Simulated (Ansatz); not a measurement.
This script drives the Ansatz DFT code, driven from Python.

Script `b2clfh4si_opt.py`:
```python
'''Geometry optimisation of B2ClFH4Si.'''

import argparse

import ansatz as az
import numpy as np

parser = argparse.ArgumentParser(description='Geometry optimisation of B2ClFH4Si.')
parser.add_argument('--basis-set', default='6-31G*', help='basis')
parser.add_argument('--xc', default='pbe', help='exchange-correlation functional')
args = parser.parse_args()


def main() -> None:
    geometry_ang = [
        ('B', [0.1717, -0.2188, 1.6259]),
        ('Si', [0.5534, -0.4446, -0.2593]),
        ('F', [2.0878, 0.1173, -0.5678]),
        ('B', [-0.6181, 0.5286, -1.3988]),
        ('Cl', [-2.0495, 1.5174, -0.6784]),
        ('H', [0.119, 0.9322, 2.0666]),
        ('H', [-0.1291, -1.0965, 2.2971]),
        ('H', [0.5239, -1.8599, -0.5757]),
        ('H', [-0.5706, 0.478, -2.5267]),
    ]
    molecule = az.Crystal.molecule()
    for symbol, xyz in geometry_ang:
        molecule = molecule.atom(symbol, xyz)

    setup = (
        molecule.calculation()
        .basis(gaussian=args.basis_set)
        .functional(args.xc)
    )
    symbols = [site.symbol for site in molecule.cartesian_sites]
    start = np.array([site.position_ang for site in molecule.cartesian_sites], dtype=float)
    def progress(event):
        if event['event'] == 'relax_step':
            row = event['data']
            print(f'step {row["step"]:3d}  E = {row["lagrangian_ev"]:.6f} eV  max force {row["allowed_force_max_ev_ang"]:.4f} eV/A')


    report = setup.relax(force_tolerance=0.02, max_steps=100).session().plan().execute(on_event=progress).report
    end = np.array(report['positions_ang'])

    for key in ('converged', 'free_energy_ev', 'reference_energy_ev', 'n_frozen', 'n_occupied', 'n_virtual'):
        print(f'{key:22s} {report[key]}')

    print('bond        before    after (A)')
    for i, j in [(0, 1), (0, 5), (0, 6), (1, 2), (1, 3), (1, 7), (3, 4), (3, 8)]:
        d0, d1 = (np.linalg.norm(xyz[i] - xyz[j]) for xyz in (start, end))
        print(f'{symbols[i]}{i}-{symbols[j]}{j}'.ljust(10), f'{d0:8.4f} {d1:8.4f}')
    with open('b2clfh4si_opt.xyz', 'w') as handle:
        handle.write(f'{len(symbols)}\nrelaxed B2ClFH4Si\n')
        handle.writelines(f'{s:2s} {x:11.6f} {y:11.6f} {z:11.6f}\n' for s, (x, y, z) in zip(symbols, end))


if __name__ == '__main__':
    main()
```

It is started by `python b2clfh4si_opt.py`. How long does it take on 1 thread of Intel(R) Xeon(R) 6975P-C (Granite Rapids), on a shared host, and how much memory does it need?

It took about 34 s, with a peak of 0.23 GiB, for 1 run of the engine.

```console
$ python b2clfh4si_opt.py
step   1  E = -24519.586396 eV  max force 2.8790 eV/A
step   2  E = -24520.038933 eV  max force 1.5237 eV/A
step   3  E = -24520.143652 eV  max force 0.8735 eV/A
step   4  E = -24520.223002 eV  max force 0.3035 eV/A
step   5  E = -24520.273640 eV  max force 0.1371 eV/A
step   6  E = -24520.308541 eV  max force 0.1621 eV/A
step   7  E = -24520.335961 eV  max force 0.0979 eV/A
step   8  E = -24520.354811 eV  max force 0.0731 eV/A
step   9  E = -24520.365648 eV  max force 0.0799 eV/A
step  10  E = -24520.343738 eV  max force 0.7152 eV/A
step  11  E = -24520.369142 eV  max force 0.0310 eV/A
step  12  E = -24520.368929 eV  max force 0.1648 eV/A
step  13  E = -24520.369896 eV  max force 0.0166 eV/A
step  14  E = -24520.370041 eV  max force 0.0535 eV/A
step  15  E = -24520.370197 eV  max force 0.0297 eV/A
step  16  E = -24520.370249 eV  max force 0.0278 eV/A
step  17  E = -24520.370111 eV  max force 0.0396 eV/A
step  18  E = -24520.370342 eV  max force 0.0059 eV/A
converged              True
free_energy_ev         -24520.370377431176
reference_energy_ev    -24520.370377431176
n_frozen               0
n_occupied             [27, 27]
n_virtual              [64, 64]
bond        before    after (A)
B0-Si1       1.9367   2.0041
B0-H5        1.2336   1.2042
B0-H6        1.1451   1.2058
Si1-F2       1.6629   1.6402
Si1-B3       1.9021   2.0302
Si1-H7       1.4505   1.5100
B3-Cl4       1.8830   1.7571
B3-H8        1.1300   1.2037
```

It writes `b2clfh4si_opt.xyz`:
```text
9
relaxed B2ClFH4Si
B     0.279931   -0.003076    1.662307
Si    0.623288   -0.474717   -0.254959
F     2.147491   -0.161837   -0.773823
B    -0.722695    0.569830   -1.359077
Cl   -2.430188    0.179964   -1.218470
H     1.061888    0.599001    2.352372
H    -0.792034   -0.292229    2.132657
H     0.360706   -1.946438   -0.467866
H    -0.439888    1.483202   -2.090241
```

Total energies depend on the basis set; only differences at equal settings carry meaning. The end point is the stationary point reached from this start; no frequency run checks that it is a minimum, and the basis set is modest.

(A comment or docstring line of the script was reworded after the run, the code is as it ran; lines on the test bed's own set-up are left out of the output.)
